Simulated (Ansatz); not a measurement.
**InCNF2 (SMILES N#[C][In]([F])[F]): CCSD/def2-SVPD (core potential)**

What is the energy change on altering one bond length of InCNF2 at CCSD/def2-SVPD (core potential)? 

The results are computed with Ansatz 0.2.0.

45 further runs of the same task are left out: 1 that didn't finish, 44 set aside as unsound or not needed. Runs told in other sessions of the task aren't counted.

**1. The structure to begin with**

InCNF2 has 5 atoms, charge 0, and is taken as a singlet. As SMILES, `N#[C][In]([F])[F]`. Geometry: relaxed at PBE0-D4/def2-TZVP.

Bond lengths: N1–C2 1.152 Å, C2–In3 2.072 Å, In3–F4 1.919 Å, In3–F5 1.919 Å. Angles: N1–C2–In3 180.0°, C2–In3–F4 123.5°, C2–In3–F5 123.5°, F4–In3–F5 112.9°.

**2. The energy at CCSD/def2-SVPD (core potential)**

job.yaml reads:

```yaml
basis:
  gaussian:
    orbitals: def2-SVPD
crystal:
  periodic: [false, false, false]
  atoms:
    - {symbol: "N", position_ang: [1.298000, -1.592200, 1.589600]}
    - {symbol: C, position_ang: [0.724900, -0.890300, 0.878600]}
    - {symbol: In, position_ang: [-0.306000, 0.372300, -0.400300]}
    - {symbol: F, position_ang: [-1.872100, -0.154800, -1.375500]}
    - {symbol: F, position_ang: [0.205100, 2.191400, -0.733700]}
correlation:
  method: ccsd
  frozen_orbitals: {C: 1, F: 1, In: 4, "N": 1}
accuracy: high
scf:
  omitted_lower_state_checks: [cluster_reference, increment]
```

Run with:

```sh
$ ansatz run job.yaml --threads 1 --pin off --max-ram 3480MiB --events-out events.jsonl --progress --plain --runs-dir runs
```

What it wrote, shortened:

```text
Warning: RAYON_NUM_THREADS=1 ignored (pool sized by the plan → 1); use --threads N
Functional definition: HF
  name "HF"
[...]
2489 factors; integrals over basis functions are off by at most 2.9e-9 eV
[...]
mean field -13067.59806279 eV, -480.2253712713 hartree, gradient 1.9e-8 eV, S^2 0.000000; 0 other end points of the search recorded, 0 dependent functions left out
8 core orbitals not correlated: weight in the atoms' cores, before any rotation towards them, 1.000 or more for the frozen orbitals, at most 0.000 for the correlated occupied ones
reference -13067.59806279 eV, -480.2253712713 hartree; 18, 18 occupied and 92, 92 virtual orbitals, 2489 factors
second order -21.08563937 eV of doubles, -0.00000000 eV of singles
cycle   1  -20.38430640 eV  change    7.0e-1 eV  update   1.4e-1
[...]
cycle  21  -21.19321780 eV  change  -9.0e-10 eV  update   4.4e-9
Total energy: -13088.79128059 eV, -481.0042076602 hartree
Checks for a lower state left out: cluster_reference, increment
```

It took 74 s on 1 thread of Arm Neoverse V1, shared host; peak memory 1.2 GiB.

**3. The distorted shape, same level**

run.yaml reads:

```yaml
crystal:
  periodic: [false, false, false]
  atoms:
    - {symbol: "N", position_ang: [1.469914, -1.802751, 1.802881]}
    - {symbol: C, position_ang: [0.724900, -0.890300, 0.878600]}
    - {symbol: In, position_ang: [-0.306000, 0.372300, -0.400300]}
    - {symbol: F, position_ang: [-1.872100, -0.154800, -1.375500]}
    - {symbol: F, position_ang: [0.205100, 2.191400, -0.733700]}
basis:
  gaussian: {orbitals: def2-SVPD}
correlation: {method: ccsd, frozen_orbitals: {C: 1, F: 1, In: 4, "N": 1}}
accuracy: high
scf: {omitted_lower_state_checks: [cluster_reference, increment]}
```

Run with:

```sh
$ ansatz run run.yaml --threads 1 --pin off --max-ram 3480MiB --events-out events.jsonl --progress --plain --runs-dir runs
```

What it wrote, shortened:

```text
Warning: RAYON_NUM_THREADS=1 ignored (pool sized by the plan → 1); use --threads N
Functional definition: HF
  name "HF"
[...]
2505 factors; integrals over basis functions are off by at most 2.7e-9 eV
[...]
mean field -13062.64185000 eV, -480.0432338108 hartree, gradient 9.7e-8 eV, S^2 0.000000; 5 other end points of the search recorded, 0 dependent functions left out; unrestricted orbitals would lower it
8 core orbitals not correlated: weight in the atoms' cores, before any rotation towards them, 1.000 or more for the frozen orbitals, at most 0.000 for the correlated occupied ones
reference -13062.64185000 eV, -480.0432338108 hartree; 18, 18 occupied and 92, 92 virtual orbitals, 2505 factors
second order -23.53606531 eV of doubles, -0.00000000 eV of singles
cycle   1  -21.14549004 eV  change     2.4e0 eV  update   2.4e-1
[...]
cycle  25  -22.83754753 eV  change    2.6e-9 eV  update   1.0e-9
Total energy: -13085.47939753 eV, -480.8824982026 hartree
Checks for a lower state left out: cluster_reference, increment
```

Run time: 95 s. Hardware: 1 thread of Arm Neoverse V1, shared host; peak memory 1.2 GiB.

**4. Summary of results**

At CCSD/def2-SVPD (core potential), 8 core orbitals frozen:

| quantity | value |
| --- | --- |
| first shape: total energy | -481.00421 Eh |
| first shape: correlation energy (8 core orbitals frozen) | -778.8 mEh |
| first shape: T1 diagnostic | 0.016 |
| distorted shape: total energy | -480.88250 Eh |
| distorted shape: correlation energy (8 core orbitals frozen) | -839.3 mEh |
| distorted shape: T1 diagnostic | 0.026 |
| energy change with the N1–C2 bond stretched from 1.152 to 1.497 Å | 3.312 eV |

What this shows: With the N1–C2 bond stretched from 1.152 to 1.497 Å the energy rises by 3.31 eV (76 kcal/mol). The first shape isn't relaxed at this level, so the change isn't measured from a minimum. The T1 diagnostic (distorted shape) of 0.026 is above the customary mark for such species, so a single reference may not serve. The restricted solution (distorted shape) is unstable to spin breaking: an unrestricted one lies lower.
